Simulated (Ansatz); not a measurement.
# CH₇FO₃SiTi: vertical ionisation energy

Aim: the vertical ionisation energy of CH₇FO₃SiTi, as cation minus neutral at the neutral's geometry, on several levels, and how well −ε(HOMO) stands in for it.

Program: Ansatz 0.2.0, Gaussian basis. Level of theory: unrestricted cation, the program's frozen cores in correlated methods. These are calculated values, not measurements.

The runs, in order: UKS PBE-D4/def2-TZVPP; UKS r2SCAN-D4/def2-TZVPP; UKS PBE0-D4/def2-TZVPP; UKS B3LYP-D4/def2-TZVPP; UKS wB97X-V/def2-TZVPP; UKS wB97M-V/def2-TZVPP; UKS B2PLYP/def2-TZVPP; UHF-CCSD(T)/def2-TZVPP; UHF-MP2/def2-QZVPP; extrapolation to the limit; then −ε(HOMO) from the neutral's earlier runs with LDA (SPW92), PBE-D4, revPBE-D4, BLYP-D4, r2SCAN-D4, B97M-V, PBE0-D4, B3LYP-D4, r2SCANh-D4, r2SCAN0-D4, HSE06-D4, BHLYP-D4, CAM-B3LYP-D4, LC-ωPBE, ωB97X-V, ωB97M-V.

### 1 The relaxed structure

All runs share one geometry, relaxed beforehand with PBE0-D4 in a triple-zeta def2 set.

14 atoms, charge 0, spin multiplicity 1.

Atoms are counted from 1 here; the program's logs count them from 0.

Bond lengths: C1–O2 1.392 Å, C1–H8 1.094 Å, C1–H9 1.094 Å, C1–H10 1.094 Å, O2–Ti3 1.756 Å, Ti3–O4 1.793 Å, Ti3–F5 1.772 Å, Ti3–O6 1.792 Å, O4–H11 0.957 Å, O6–Si7 1.637 Å, Si7–H12 1.485 Å, Si7–H13 1.486 Å, Si7–H14 1.487 Å. Angles: O2–C1–H8 109.8°, O2–C1–H9 110.6°, O2–C1–H10 109.9°, H8–C1–H9 108.8°, H8–C1–H10 108.7°, H9–C1–H10 108.9°, C1–O2–Ti3 159.2°, O2–Ti3–O4 109.9°, O2–Ti3–F5 109.4°, O2–Ti3–O6 109.0°, O4–Ti3–F5 109.8°, O4–Ti3–O6 109.6°, F5–Ti3–O6 109.2°, Ti3–O4–H11 133.1°, Ti3–O6–Si7 168.6°, O6–Si7–H12 109.6°, O6–Si7–H13 110.0°, O6–Si7–H14 109.4° and more.

### 2 Cation, UKS PBE-D4/def2-TZVPP

in.yaml reads:

```yaml
crystal:
  periodic: [false, false, false]
  atoms:
    - {symbol: C, position_ang: [-0.311656, -0.767689, 2.472102]}
    - {symbol: O, position_ang: [0.526094, -0.159545, 1.541104]}
    - {symbol: Ti, position_ang: [1.023067, 0.669369, 0.075586]}
    - {symbol: O, position_ang: [2.488308, -0.111277, -0.601244]}
    - {symbol: F, position_ang: [1.366622, 2.367991, 0.447552]}
    - {symbol: O, position_ang: [-0.308077, 0.586874, -1.120734]}
    - {symbol: Si, position_ang: [-1.321648, 0.319147, -2.377445]}
    - {symbol: H, position_ang: [0.140301, -1.699642, 2.824368]}
    - {symbol: H, position_ang: [-1.284198, -0.994123, 2.024345]}
    - {symbol: H, position_ang: [-0.461341, -0.104213, 3.328717]}
    - {symbol: H, position_ang: [3.033338, -0.842771, -0.310923]}
    - {symbol: H, position_ang: [-1.849462, 1.614342, -2.876833]}
    - {symbol: H, position_ang: [-0.599460, -0.377496, -3.473609]}
    - {symbol: H, position_ang: [-2.454988, -0.530166, -1.924185]}
basis:
  gaussian: {orbitals: def2-TZVPP}
total_charge: 1
magnetization: {spin_polarized: true, initial_magnetization: 1}
hamiltonian: {xc: pbe, dispersion: d4}
```

After this run come: Cation, UKS r2SCAN-D4/def2-TZVPP; Cation, UKS PBE0-D4/def2-TZVPP; Cation, UKS B3LYP-D4/def2-TZVPP; Cation, UKS wB97X-V/def2-TZVPP; Cation, UKS wB97M-V/def2-TZVPP; Cation, UKS B2PLYP (frozen core)/def2-TZVPP; Cation, UHF-CCSD(T)/def2-TZVPP; Cation, UHF-MP2/def2-QZVPP.

Q: Predict the results of all the runs planned. Wanted: ionisation energy, CCSD(T)/def2-TZVPP; nearest functional by difference; nearest −ε(HOMO); −ε(HOMO) of PBE; T1 of the cation.

As calculated:

| quantity | value |
| --- | --- |
| ionisation energy, CCSD(T)/def2-TZVPP | 10.98 eV |
| nearest functional by difference | ωB97X-V (-0.06 eV) |
| nearest −ε(HOMO) | ωB97M-V (+0.02 eV) |
| −ε(HOMO) of PBE | 7.18 eV |
| T1 of the cation | 0.071 |

**Reading.** Energy differences with functionals land within 1.22 eV of the reference. −ε(HOMO) of PBE misses by 3.8 eV, since self-interaction lifts the level. Among orbital estimates ωB97M-V comes nearest. Hartree-Fock falls 0.92 eV short, as the neutral has more correlation energy than the cation. The cation's T1 (from the report) is 0.071, above the customary mark of 0.045 for open shells, so the coupled-cluster value is less safe. Correlated methods include outer-core shells of Ti, which these sets cover unevenly.
